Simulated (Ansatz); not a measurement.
# InP: how the settings move a calculation

How sensitive is a calculation of InP to its settings? A reference run comes first, then one run with altered input.

The COD entry's cell or inner coordinates are ideal or old and differ from later refinements, so a difference from it is no clean test against experiment.

Method: reference: DFT, PBE, plane-wave PAW, default files, scalar-relativistic, in Ansatz 0.2.0.

1 further run of the same task is left out (it didn't finish).

### Step 1. The structure to begin with

Symmetry: F-43m, No. 216, cubic system. The conventional cell has a = 5.861 Å, b = 5.861 Å, c = 5.861 Å, α = 90.00°, β = 90.00°, γ = 90.00°. Around In (site symmetry -43m) lie 4 P at 2.54 Å. P (site symmetry -43m) has 4 In at 2.54 Å as nearest neighbours.

Coordinates:

```xyz
2
Lattice="0.0000 2.9305 2.9305 2.9305 0.0000 2.9305 2.9305 2.9305 0.0000" Properties=species:S:1:pos:R:3 pbc="T T T"
In    0.0000    0.0000    0.0000
P     1.4652    1.4652    1.4652
```

### Step 2. Reference

File input.yaml:

```yaml
crystal:
  lattice:
    - [0.0, 2.9305, 2.9305]
    - [2.9305, 0.0, 2.9305]
    - [2.9305, 2.9305, 0.0]
  atoms:
    - { symbol: In, position: [0.0, 0.0, 0.0] }
    - { symbol: P, position: [0.25, 0.25, 0.25] }
kpoints:
  mp_grid: { grid: [8, 8, 8] }
scf:
  occupations: { method: fermi_dirac, width: 0.02 }
hamiltonian:
  xc: pbe
  pseudopotentials: { kind: paw }
output:
  forces: true
  stress: true
  populations: true
  efg: { quadrupole_moments_barn: { In: 0.772 }, contact_densities: true }
  write_density: true
  write_potential: true
  elf: true
  volumetric_format: npy
relax:
  f_tol: 0.02
  max_steps: 60
```

Started as:

```
$ ansatz run input.yaml --threads 1 --pin off --max-ram 2560MiB --backend cpu --events-out ev --progress --plain --runs-dir out
```

### Step 3. Variant: n_extra_bands 1

Edit input.yaml of step 2 so:

```diff
@@ -12,2 +12,3 @@
   occupations: { method: fermi_dirac, width: 0.02 }
+  n_extra_bands: 1
 hamiltonian:
@@ -24,4 +25 @@
   volumetric_format: npy
-relax:
-  f_tol: 0.02
-  max_steps: 60
```

What does the calculation give? Wanted: for each run, ending; energy change; pressure; gap; force.

The runs gave:

```csv
run,ending,energy change,pressure (GPa),gap (eV),force (eV/Å),cycles,time
reference,converged,0,3.3,0.72,0.00,6,4.8 s
1: n_extra_bands 1,converged,0.0 meV/atom,3.3,0.72,0.00,6,4.4 s
```

**Reading.** Energy and cycle count are those of the reference, so the change (band count) left the result and the number of cycles as they were. Symmetry fixes the atoms and the cell is held, so no setting can move this relaxation. 
